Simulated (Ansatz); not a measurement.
# AlClFH4P: the cost of one run

Method: RKS PBE0-D4/6-31G*, in Ansatz 0.2.0.

## Step 1: The system as given

Bond lengths: Al1–F3 1.690 Å, Al1–Cl4 2.230 Å, Al1–P5 2.580 Å, P5–H6 1.420 Å, P5–H7 1.420 Å. Angles: F3–Al1–Cl4 120.0°, F3–Al1–P5 105.6°, Cl4–Al1–P5 92.7°, Al1–P5–H6 109.5°, Al1–P5–H7 109.5°, H6–P5–H7 109.4°.

Coordinates:

```xyz
8

Al    0.0000    0.0000    0.0000
H     0.0000    0.0000    1.9100
F     1.4635    0.0000   -0.8450
Cl   -1.9312    0.0000   -1.1150
P    -0.3304   -2.4260    0.8135
H    -0.8976   -3.2031   -0.2309
H     0.9248   -2.9767    1.1843
H    -0.1319   -0.9683    1.9650
```

## Step 2: A restrained relaxation towards end A

Springs on the bonds that form and break draw the guess towards this end; the thresholds are loose.

File input.yaml:

```yaml
crystal:
  periodic: [false, false, false]
  atoms:
    - { symbol: Al, position_ang: [0.0, 0.0, 0.0] }
    - { symbol: H, position_ang: [0.0, 0.0, 1.91] }
    - { symbol: F, position_ang: [1.4635, 0.0, -0.845] }
    - { symbol: Cl, position_ang: [-1.9312, 0.0, -1.115] }
    - { symbol: P, position_ang: [-0.3304, -2.426, 0.8135] }
    - { symbol: H, position_ang: [-0.8976, -3.2031, -0.2309] }
    - { symbol: H, position_ang: [0.9248, -2.9767, 1.1843] }
    - { symbol: H, position_ang: [-0.1319, -0.9683, 1.965] }
basis:
  gaussian: { orbitals: "6-31G*" }
hamiltonian:
  xc: pbe0
  dispersion: d4
relax:
  f_tol: 0.15
  max_steps: 25
  restrain:
    - { distance: [0, 4], at: 3.48, k: 30.0 }
    - { distance: [7, 1], at: 1.86, k: 30.0 }
    - { distance: [0, 1], at: 1.56, k: 30.0 }
    - { distance: [7, 4], at: 1.42, k: 30.0 }
```

Run with:

```sh
$ ansatz run input.yaml --threads 1 --pin off --max-ram 2048MiB --backend cpu --events-out ev --progress --plain --runs-dir out
```

Q: Estimate wall time and peak memory on 1 thread of Arm Neoverse V2, shared host.

About 36 s, with a peak of 0.16 GiB.
